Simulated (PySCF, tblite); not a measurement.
# CH6FO3Si3 radical: geometry, infrared bands and EPR parameters

Aim: predict the infrared bands and EPR parameters of CH6FO3Si3 radical (`F[Si@]1(O[SiH3])OC[SiH]O1`).

The runs use tblite 0.8.0 and PySCF 2.14.0, with density-fitted response routines of our own; the level of theory stands in each step. All values are computed, except where a source is named. Atoms are numbered from 0 throughout.

### Step 1. Starting geometry

14 atoms, charge 0, multiplicity 2; geometry from: force field or distance geometry start.

Bonds of the start (Å): F0–Si1 1.69, Si1–O2 1.70, O2–Si3 1.74, Si1–O4 1.71, O4–C5 1.38, C5–Si6 1.88, Si6–O7 1.72, O7–Si1 1.72, Si3–H8 1.48, Si3–H9 1.47, Si3–H10 1.47, C5–H11 1.12, C5–H12 1.10, Si6–H13 1.48.

### Step 2. Geometry optimisation with GFN2-xTB

Job settings and geometry (Å):

```
{"job": {"kind": "relax", "xc": "GFN2-xTB", "basis": "xTB"}, "charge": 0, "multiplicity": 2}
F     -0.282000     1.872100     0.151700
Si     0.006900     0.228900     0.404000
O     -1.340200    -0.528700     1.103600
Si    -2.785000     0.204000     0.471400
O      1.408500     0.141500     1.385300
C      2.270000    -0.783200     0.833300
Si     2.141900    -0.376000    -0.997400
O      0.425100    -0.415700    -1.131000
H     -3.358100    -0.790800    -0.459800
H     -3.667800     0.431800     1.627500
H     -2.478900     1.466600    -0.212400
H      1.858500    -1.811400     0.963500
H      3.299000    -0.693500     1.223600
H      2.501300     1.054000    -1.105700
```

The run is started by

```bash
$ OMP_NUM_THREADS=1 python probes_run.py task.json out
```

This one command runs all jobs of the session in turn.

**Question.** This job is followed by: GFN2-xTB harmonic vibrations, gas phase; UKS B3LYP, pcH-1 on C F H O Si, non-relativistic, mean-field spin-orbit, GIAO. What will the session give for the following? strongest single infrared mode (GFN2-xTB); zero-point energy (GFN2-xTB); g(iso) (B3LYP); ⟨S²⟩; largest a(iso) (averaged by class); potential on the surface of density 0.002 e/bohr³, 1st and 99th percentile.

**Answer**, as computed:

| quantity | value |
| --- | --- |
| strongest single infrared mode (GFN2-xTB) | 1147 cm⁻¹, 716 km/mol |
| zero-point energy (GFN2-xTB) | 47.4 kcal/mol |
| g(iso) (B3LYP) | 2.00271 |
| ⟨S²⟩ | 0.751 (exact 0.75) |
| largest a(iso) (averaged by class) | 29Si on Si6, -605.4 MHz |
| potential on the surface of density 0.002 e/bohr³, 1st and 99th percentile | -1.15 V and 1.66 V |

In words: Over 63 steps the energy fell by 1.485 eV; of the close pairs, O2–Si3 changed most, 1.739 to 1.630 Å. The lowest mode is imaginary (50i cm⁻¹), so the xTB geometry is not a minimum: the zero-point energy counts the real modes alone, and all values at this geometry belong to a saddle point. The strongest single mode, at 1147 cm⁻¹, moves mainly O2. Unscaled tight-binding wavenumbers are off by several per cent, some by more. Its intensities can rank the bands wrongly. Si6 carries the largest spin population, 0.82 e. The isotropic g lies 0.4 ppt above the free-electron value. These values are for one conformer; the search (at its own cheap level) found 1 more, at 0.19 kcal/mol, and measured spectra average over such forms.
